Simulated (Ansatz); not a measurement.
# CH3BClF: the cost of one run

The runs use Ansatz 0.2.0, Gaussian basis; unrestricted cation, the program's frozen cores in correlated methods.

Levels to be run: UKS PBE-D4/def2-TZVPP; UKS r2SCAN-D4/def2-TZVPP; UKS PBE0-D4/def2-TZVPP; UKS B3LYP-D4/def2-TZVPP; UKS wB97X-V/def2-TZVPP; UKS wB97M-V/def2-TZVPP; UKS B2PLYP/def2-TZVPP; UHF-MP2/def2-TZVPP; UHF-MP2/def2-QZVPP; then −ε(HOMO) from the neutral's earlier runs with LDA (SPW92), PBE-D4, revPBE-D4, BLYP-D4, r2SCAN-D4, B97M-V, PBE0-D4, B3LYP-D4, r2SCANh-D4, r2SCAN0-D4, HSE06-D4, BHLYP-D4, CAM-B3LYP-D4, LC-ωPBE, ωB97X-V, ωB97M-V.

1 further run of the same task is left out (it didn't finish).

### Step 1. The relaxed structure

The geometry comes from an earlier relaxation with PBE0-D4 in a triple-zeta def2 set; it is a stationary point, not always the lowest conformer.

SMILES `BC(F)Cl`, 7 atoms, charge 0, spin multiplicity 1.

Atoms are counted from 1 here; the program's logs count them from 0.

Bond lengths: B1–C2 1.550 Å, B1–H5 1.191 Å, B1–H6 1.190 Å, C2–F3 1.337 Å, C2–Cl4 1.871 Å, C2–H7 1.088 Å. Angles: C2–B1–H5 118.3°, C2–B1–H6 118.0°, H5–B1–H6 123.4°, B1–C2–F3 121.2°, B1–C2–Cl4 77.2°, B1–C2–H7 124.3°, F3–C2–Cl4 110.3°, F3–C2–H7 110.1°, Cl4–C2–H7 105.2°.

As a file:

```xyz
7
charge 0, multiplicity 1
B    -0.3293    0.7900    0.0659
C     0.5518   -0.4811   -0.0381
F     1.0121   -1.0950    1.0565
Cl   -1.1506   -1.1213   -0.4750
H    -0.4340    1.4844   -0.8957
H    -0.7660    1.0804    1.1343
H     1.1773   -0.7257   -0.8938
```

### Step 2. Cation, UKS PBE-D4/def2-TZVPP

in.yaml reads:

```yaml
crystal:
  periodic: [false, false, false]
  atoms:
    - {symbol: B, position_ang: [-0.329337, 0.790041, 0.065938]}
    - {symbol: C, position_ang: [0.551832, -0.481111, -0.038057]}
    - {symbol: F, position_ang: [1.012143, -1.095017, 1.056494]}
    - {symbol: Cl, position_ang: [-1.150604, -1.121250, -0.475020]}
    - {symbol: H, position_ang: [-0.433983, 1.484441, -0.895719]}
    - {symbol: H, position_ang: [-0.766044, 1.080449, 1.134349]}
    - {symbol: H, position_ang: [1.177293, -0.725655, -0.893784]}
basis:
  gaussian: {orbitals: def2-TZVPP}
total_charge: 1
magnetization: {spin_polarized: true, initial_magnetization: 1}
hamiltonian: {xc: pbe, dispersion: d4}
```

Command:

```sh
ansatz run in.yaml --threads 2 --pin off --events-out ev --progress --plain --max-ram 4352MiB
```

**Question.** How long does this run take on 2 threads of Arm Neoverse V1, shared host, and how much memory does it need?

About 7.5 s, with a peak of 0.27 GiB.
